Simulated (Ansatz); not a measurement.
**C2H4O2Si: small, medium and large basis sets**

How large a basis does C2H4O2Si need? Two functionals are run in growing sets.

Computed with Ansatz 0.2.0, Gaussian basis. Level: one geometry, several basis sets.

Plan: PBE0-D4/def2-SVP; ωB97M-V/def2-SVP; PBE0-D4/def2-QZVPP; ωB97M-V/def2-QZVPP; the functionals' def2-TZVPP values are taken from earlier runs.

**1. The geometry**

An earlier PBE0-D4 in a triple-zeta def2 set relaxation fixed the geometry.

SMILES `C=C1O[SiH2]O1`, 9 atoms, charge 0, spin multiplicity 1.

Atoms are counted from 1 here; the program's logs count them from 0.

Bond lengths: C1–C2 1.319 Å, C1–H6 1.079 Å, C1–H7 1.079 Å, C2–O3 1.381 Å, C2–O5 1.381 Å, O3–Si4 1.676 Å, Si4–O5 1.676 Å, Si4–H8 1.478 Å, Si4–H9 1.478 Å. Angles: C2–C1–H6 119.7°, C2–C1–H7 119.7°, H6–C1–H7 120.6°, C1–C2–O3 128.1°, C1–C2–O5 128.1°, O3–C2–O5 103.9°, C2–O3–Si4 87.6°, O3–Si4–O5 80.9°, O3–Si4–H8 115.3°, O3–Si4–H9 115.3°, O5–Si4–H8 115.3°, O5–Si4–H9 115.3°, H8–Si4–H9 111.5°, C2–O5–Si4 87.6°.

**2. PBE0-D4 in def2-SVP**

in.yaml reads:

```yaml
crystal:
  periodic: [false, false, false]
  atoms:
    - {symbol: C, position_ang: [0.527269, 1.358452, -1.129590]}
    - {symbol: C, position_ang: [0.157266, 0.383060, -0.322927]}
    - {symbol: O, position_ang: [-0.585192, 0.473589, 0.838160]}
    - {symbol: Si, position_ang: [-0.439968, -1.190517, 0.978332]}
    - {symbol: O, position_ang: [0.421726, -0.967276, -0.442106]}
    - {symbol: H, position_ang: [0.243083, 2.374796, -0.904505]}
    - {symbol: H, position_ang: [1.111275, 1.132600, -2.008404]}
    - {symbol: H, position_ang: [-1.701058, -1.949586, 0.840824]}
    - {symbol: H, position_ang: [0.354099, -1.661519, 2.132915]}
basis:
  gaussian: {orbitals: def2-SVP}
hamiltonian: {xc: pbe0, dispersion: d4}
output: {orbitals: {seedname: orbitals}}
```

The run is started by

```
$ ansatz run in.yaml --threads 2 --pin off --events-out ev --progress --plain --max-ram 4352MiB
```

After this run come: ωB97M-V in def2-SVP; PBE0-D4 in def2-QZVPP; ωB97M-V in def2-QZVPP.

Before running them: what should the planned runs give, taken together? Wanted: PBE0-D4: double and triple zeta above quadruple; ωB97M-V: double and triple zeta above quadruple.

**Answer**, as computed:

| quantity | value |
| --- | --- |
| PBE0-D4: double and triple zeta above quadruple | 10.97, 0.62 eV |
| ωB97M-V: double and triple zeta above quadruple | 11.14, 0.58 eV |

What this shows: For PBE0-D4 the step from double to triple zeta gains 10.35 eV and the next only 0.62 eV. Total energies overstate the basis error of differences, where much of it tends to cancel. The LUMO of ωB97M-V is positive and keeps falling with the basis (1.44 to 0.60 eV): an unbound level that the basis holds in place.
